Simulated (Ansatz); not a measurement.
**CH4Cl2OSeSn: a ladder of functionals and wavefunction methods**

Aim: compute CH4Cl2OSeSn with functionals from several rungs and with coupled cluster, and see how far each lands from CCSD(T) at the basis-set limit for the atomisation energy.

The runs use Ansatz 0.2.0, Gaussian basis; functionals in def2-TZVPP, the program's frozen cores in correlated methods.

The runs, in order: PBE-D4, r2SCAN-D4, PBE0-D4, B3LYP-D4, ωB97X-V, ωB97M-V, B2PLYP; CCSD(T)/def2-TZVPP; MP2/def2-QZVPP; extrapolation to the limit.

### Step 1. The relaxed structure

An earlier PBE0-D4 in a triple-zeta def2 set relaxation fixed the geometry. Sn takes the def2 core potential; no spin-orbit term is included.

SMILES `C[O][Sn]([Cl])([Cl])[SeH]`, 10 atoms, charge 0, spin multiplicity 1.

Atoms are counted from 1 here; the program's logs count them from 0.

Bond lengths: C1–O2 1.415 Å, C1–H7 1.092 Å, C1–H8 1.096 Å, C1–H9 1.096 Å, O2–Sn3 1.940 Å, Sn3–Cl4 2.313 Å, Sn3–Cl5 2.313 Å, Sn3–Se6 2.488 Å, Se6–H10 1.472 Å. Angles: O2–C1–H7 107.3°, O2–C1–H8 112.0°, O2–C1–H9 112.0°, H7–C1–H8 108.4°, H7–C1–H9 108.4°, H8–C1–H9 108.8°, C1–O2–Sn3 120.3°, O2–Sn3–Cl4 108.6°, O2–Sn3–Cl5 108.7°, O2–Sn3–Se6 106.4°, Cl4–Sn3–Cl5 104.8°, Cl4–Sn3–Se6 114.2°, Cl5–Sn3–Se6 114.1°, Sn3–Se6–H10 87.6°.

### Step 2. PBE-D4 (GGA)

in.yaml reads:

```yaml
crystal:
  periodic: [false, false, false]
  atoms:
    - {symbol: C, position_ang: [0.548348, -1.645885, 0.103680]}
    - {symbol: O, position_ang: [-0.243309, -0.628495, -0.480808]}
    - {symbol: Sn, position_ang: [-0.164257, 1.185579, 0.201775]}
    - {symbol: Cl, position_ang: [2.032304, 1.905709, 0.127559]}
    - {symbol: Cl, position_ang: [-0.698885, 1.155297, 2.451514]}
    - {symbol: Se, position_ang: [-1.724712, 2.530038, -1.193380]}
    - {symbol: H, position_ang: [0.342532, -2.569830, -0.441317]}
    - {symbol: H, position_ang: [0.298397, -1.804261, 1.158600]}
    - {symbol: H, position_ang: [1.619248, -1.428863, 0.023363]}
    - {symbol: H, position_ang: [-2.009665, 1.300721, -1.950996]}
basis:
  gaussian: {orbitals: def2-TZVPP}
hamiltonian: {xc: pbe, dispersion: d4}
output: {forces: true, orbitals: {seedname: orbitals}}
```

Command:

```console
$ ansatz run in.yaml --threads 2 --pin off --events-out ev --progress --plain --max-ram 22528MiB --backend cuda --devices 0, --max-vram 18GiB
```

The runs that follow: r2SCAN-D4 (meta-GGA); PBE0-D4 (hybrid); B3LYP-D4 (hybrid); ωB97X-V (range-separated); ωB97M-V (range-separated); B2PLYP (double hybrid); CCSD(T) in def2-TZVPP; MP2 in def2-QZVPP.

Q: Predict the results of all the runs planned. Wanted: atomisation energy, CCSD(T)/CBS; farthest; mean size of error, hybrid; mean size of error, range-separated; gap, smallest and largest; T1 diagnostic; triples share of the correlation energy.

**Answer**, as computed:

```
                               quantity                                value
        atomisation energy, CCSD(T)/CBS                       773.2 kcal/mol
functionals within 7.7 kcal/mol (1.0 %)                   r2SCAN-D4, ωB97X-V
                               farthest              B2PLYP (-24.3 kcal/mol)
             mean size of error, hybrid                        12.9 kcal/mol
    mean size of error, range-separated                         6.6 kcal/mol
              gap, smallest and largest  3.28 eV (PBE-D4), 9.78 eV (ωB97X-V)
                          T1 diagnostic                               0.0118
triples share of the correlation energy                                3.8 %
```

What this shows: PBE-D4 is off by +8.1 kcal/mol. Double hybrids carry the basis error of their MP2 part in triple zeta, and no dispersion term here, so their miss is partly the set-up's. Misses under about 7.7 kcal/mol are within the doubt on the reference itself, which lacks core-valence correlation, spin-orbit coupling and higher excitations, and its outer-core shells are covered unevenly. All levels share the lack of spin-orbit coupling, which lowers the free heavy atoms and so the true binding. Hartree-Fock recovers 68 % of the binding; the rest is correlation. Orbital gaps span 3.3 to 9.8 eV; exact exchange widens them. Correlated methods include outer-core shells of Se, Sn, which these sets cover unevenly.
